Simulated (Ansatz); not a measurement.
# Li4Cl: the cost of one run

Method: DFT PBE, scalar-relativistic, plane waves, PAW, in Ansatz 0.2.0.

## 1. Starting point

Symmetry: P-62m, No. 189, hexagonal system. Conventional cell: a = 4.207 Å, b = 4.207 Å, c = 4.811 Å, α = 90.00°, β = 90.00°, γ = 120.00°. Around Li (site symmetry m2m) lie 2 Cl at 1.84 to 2.37 Å and 4 Li at 2.15 Å. Li (site symmetry -62m) has 2 Cl at 2.41 Å as nearest neighbours. Around Cl (site symmetry -62m) lie 8 Li at 1.84 to 2.41 Å.

Structure file:

```xyz
5
Lattice="4.2070 0.0000 0.0000 -2.1035 3.6434 0.0000 0.0000 0.0000 4.8114" Properties=species:S:1:pos:R:3 pbc="T T T"
Li    2.3713    0.0000    0.0000
Li   -1.1856    2.0536    0.0000
Li    0.9178    1.5898    0.0000
Li    0.0000    0.0000    2.4057
Cl    0.0000    0.0000    0.0000
```

A structure generator made this guess: random cell by space group and Wyckoff sites (P-62m, No. 189). Its size is a rough estimate.

## 2. A first look at the guess

input.yaml reads:

```yaml
crystal:
  lattice:
    - [4.20699649, 0.0, 0.0]
    - [-2.10349824, 3.64336583, 0.0]
    - [0.0, 0.0, 4.81140554]
  atoms:
    - { symbol: Li, position: [0.56365588, 0.0, 0.0] }
    - { symbol: Li, position: [0.0, 0.56365588, 0.0] }
    - { symbol: Li, position: [0.43634412, 0.43634412, 0.0] }
    - { symbol: Li, position: [0.0, 0.0, 0.5] }
    - { symbol: Cl, position: [0.0, 0.0, 0.0] }
basis:
  ecutwfc: 420
kpoints:
  mp_grid: { grid: [6, 6, 4] }
hamiltonian:
  xc: pbe
scf:
  occupations: { method: gaussian, width: 0.1 }
  lower_state_search: "off"
output:
  forces: true
  stress: true
  eigenvalues: true
```

On the command line:

```
> ansatz run input.yaml --threads 1 --pin off --max-ram 2048MiB --backend cpu --events-out ev --progress --plain --runs-dir out
```

What time and memory should one allow on 1 thread of AMD EPYC 9R14 (Zen 4), shared host?

About 1.2 s, with a peak of 0.39 GiB.
